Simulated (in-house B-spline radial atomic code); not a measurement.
# Xe⁵⁰⁺: two electrons outside a closed core

Aim: the levels, terms and lines of the two outer electrons of Xe⁵⁰⁺ (core: 1s2), by configuration interaction with and without the many-body corrections.

Method: configuration interaction of two valence electrons in the frozen-core Dirac-Hartree-Fock potential, then with screened core-valence correlation, Breit and QED (CI+MBPT), no-pair Dirac, B-spline basis. Code: an in-house B-spline radial atomic code, version 1.

### Step 1. The system

```
element : xenon (Z = 54)
charge  : +50
core    : 1s2
nucleus : mass number 132, rms radius 4.786 fm
```

### Step 2. The run, and its levels

Input settings, with the grid that the program derived:

```ini
basis_form = 3
Z = 54
core_configuration = 1s2
rms_radius = 4.7859
mass_number = 132
speed_of_light = 137.035999084
box_radius = 1.731
lmax = 6
intervals = 55
virtual_cutoff = 5832.0
```

Started as:

```sh
$ python run_mb.py task.json out
```

The settings stand in task.json.

After this run come: Transitions.

What does the calculation give? Wanted: ground level; ionisation energy; first excited level; strongest line from the ground level; largest CI block.

The runs gave:

```
                               quantity                                                              value
                           ground level                                                            2s2 1S0
                      ionisation energy                                     9590.8 eV (plain CI 9603.4 eV)
                    first excited level                                             2s2p 3P°0 at 104.53 eV
   strongest line from the ground level                                   2s3p 1P°1, 0.2222 nm, gf = 0.360
                       largest CI block                                                               2746
tabulated theoretical ionisation energy  9581.0 ± 4 eV (NIST Atomic Spectra Database, ionization energies)
```

**Reading.** 2s2 1S0 lies lowest. Plain CI gives 9603.4 eV for ionisation, the corrected calculation 9590.8 eV. The lowest 12 levels have a mean term purity of 0.85, so spin-orbit coupling mixes the terms. The spin-changing line from 2s2p 3P°1 has a rate of 2.12e+09 1/s, against 1.62e+14 1/s for the strongest allowed line to the ground level; rates also scale with the cube of the energy, so the ratio isn't the spin rule alone. The tabulated theoretical ionisation energy is 9581.0 ± 4 eV, so the final value is off by +0.10 %.
